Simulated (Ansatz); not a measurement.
# AlClGeH4: ionisation energy by level of theory

How much energy removes an electron from AlClGeH4 at fixed geometry? The cation is run at each level and the neutral's energy taken from earlier runs.

Computed with Ansatz 0.2.0, Gaussian basis. Level: unrestricted cation, the program's frozen cores in correlated methods.

Plan: UKS PBE-D4/def2-TZVPP; UKS r2SCAN-D4/def2-TZVPP; UKS PBE0-D4/def2-TZVPP; UKS B3LYP-D4/def2-TZVPP; UKS wB97X-V/def2-TZVPP; UKS wB97M-V/def2-TZVPP; UKS B2PLYP/def2-TZVPP; UHF-CCSD(T)/def2-TZVPP; UHF-MP2/def2-QZVPP; extrapolation to the limit; then −ε(HOMO) from the neutral's earlier runs with LDA (SPW92), PBE-D4, revPBE-D4, BLYP-D4, r2SCAN-D4, B97M-V, PBE0-D4, B3LYP-D4, r2SCANh-D4, r2SCAN0-D4, HSE06-D4, BHLYP-D4, CAM-B3LYP-D4, LC-ωPBE, ωB97X-V, ωB97M-V.

## (1) The relaxed structure

An earlier PBE0-D4 in a triple-zeta def2 set relaxation fixed the geometry.

7 atoms, charge 0, spin multiplicity 1.

Atoms are counted from 1 here; the program's logs count them from 0.

Bond lengths: Al1–Ge2 2.464 Å, Al1–Cl3 2.343 Å, Al1–H4 1.578 Å, Al1–H5 1.578 Å, Ge2–Cl3 2.389 Å, Ge2–H6 1.546 Å, Ge2–H7 1.546 Å. Angles: Ge2–Al1–Cl3 59.5°, Ge2–Al1–H4 115.3°, Ge2–Al1–H5 115.3°, Cl3–Al1–H4 109.4°, Cl3–Al1–H5 109.4°, H4–Al1–H5 126.8°, Al1–Ge2–Cl3 57.7°, Al1–Ge2–H6 125.8°, Al1–Ge2–H7 125.8°, Cl3–Ge2–H6 99.9°, Cl3–Ge2–H7 99.9°, H6–Ge2–H7 105.2°, Al1–Cl3–Ge2 62.7°.

## (2) Cation, UKS PBE-D4/def2-TZVPP

File in.yaml:

```yaml
crystal:
  periodic: [false, false, false]
  atoms:
    - {symbol: Al, position_ang: [-1.065946, 0.200046, -0.753757]}
    - {symbol: Ge, position_ang: [1.183360, 0.136895, 0.249782]}
    - {symbol: Cl, position_ang: [-0.675916, -1.013055, 1.212701]}
    - {symbol: H, position_ang: [-1.299695, -0.802513, -1.950324]}
    - {symbol: H, position_ang: [-1.919783, 1.484168, -0.416818]}
    - {symbol: H, position_ang: [2.189277, -1.031362, 0.139290]}
    - {symbol: H, position_ang: [1.649902, 0.957822, 1.473427]}
basis:
  gaussian: {orbitals: def2-TZVPP}
total_charge: 1
magnetization: {spin_polarized: true, initial_magnetization: 1}
hamiltonian: {xc: pbe, dispersion: d4}
```

Further steps of the session: Cation, UKS r2SCAN-D4/def2-TZVPP; Cation, UKS PBE0-D4/def2-TZVPP; Cation, UKS B3LYP-D4/def2-TZVPP; Cation, UKS wB97X-V/def2-TZVPP; Cation, UKS wB97M-V/def2-TZVPP; Cation, UKS B2PLYP (frozen core)/def2-TZVPP; Cation, UHF-CCSD(T)/def2-TZVPP; Cation, UHF-MP2/def2-QZVPP.

Before running them: what should the planned runs give, taken together? Wanted: ionisation energy, CCSD(T)/CBS; nearest functional by difference; nearest −ε(HOMO); −ε(HOMO) of PBE; T1 of the cation.

The runs gave:

| quantity | value |
| --- | --- |
| ionisation energy, CCSD(T)/CBS | 9.88 eV |
| nearest functional by difference | ωB97X-V (-0.15 eV) |
| nearest −ε(HOMO) | ωB97X-V (-0.10 eV) |
| −ε(HOMO) of PBE | 6.54 eV |
| T1 of the cation | 0.014 |

In words: By cation minus neutral, the functionals miss by 0.43 eV at most. −ε(HOMO) of PBE misses by 3.3 eV, since self-interaction lifts the level. Among orbital estimates ωB97X-V comes nearest. Hartree-Fock falls 0.95 eV short, as the neutral has more correlation energy than the cation. The cation may have settled in a state other than its lowest; no search over hole states beyond the program's own was made. Correlated methods include outer-core shells of Ge, which these sets cover unevenly. With outer-core shells in play the reference is unsure by up to some tenths of an eV, so close misses can't be ranked.
